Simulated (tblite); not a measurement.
# C6H12SSi2: the cost of one run

Computed with tblite 0.8.0 and PySCF 2.14.0, with density-fitted response routines of our own, on a single molecule, in the gas phase or a continuum. Atoms are numbered from 0 throughout.

### 1 Starting geometry

21 atoms, charge 0, multiplicity 1; geometry from: force field or distance geometry start.

Bonds of the start (Å): C0–C1 1.34, C1–C2 1.51, C1–C3 1.51, C3–C4 1.48, C4–C5 1.19, C5–Si6 1.87, Si6–S7 2.14, S7–Si8 2.14, C0–H9 1.10, C0–H10 1.09, C2–H11 1.08, C2–H12 1.10, C2–H13 1.10, C3–H14 1.10, C3–H15 1.07, Si6–H16 1.49, Si6–H17 1.47, Si8–H18 1.49, Si8–H19 1.48, Si8–H20 1.47.

### 2 Optimising the geometry with GFN2-xTB

Job settings and geometry (Å):

```
{"job": {"kind": "relax", "xc": "GFN2-xTB", "basis": "xTB"}, "charge": 0, "multiplicity": 1}
C     -2.937200    -0.679700    -0.663700
C     -1.793600    -0.301900    -1.248000
C     -0.814400    -1.326700    -1.781400
C     -1.406700     1.153200    -1.415000
C     -0.294200     1.490600    -0.503000
C      0.616000     1.760100     0.219800
Si     2.045600     2.121100     1.368700
S      3.528600     0.596300     1.164100
Si     2.379300    -0.914100     2.146300
H     -3.652600     0.054000    -0.271400
H     -3.221800    -1.724300    -0.558200
H      0.133100    -1.270200    -1.261400
H     -1.205100    -2.344400    -1.664300
H     -0.647400    -1.148300    -2.854300
H     -2.263300     1.808100    -1.189900
H     -1.131300     1.334200    -2.438000
H      1.602800     2.202000     2.789400
H      2.674300     3.406900     1.016000
H      2.006600    -0.445800     3.512200
H      1.168300    -1.233000     1.362000
H      3.204000    -2.125800     2.269700
```

Started as:

```console
$ OMP_NUM_THREADS=1 python probes_run.py task.json out
```

This one command runs all jobs of the session in turn.

**Question.** How long does this first job take on 1 thread of Arm Neoverse N1, shared host, and how much memory does it need?

About 3.5 s, with a peak of 0.18 GiB.
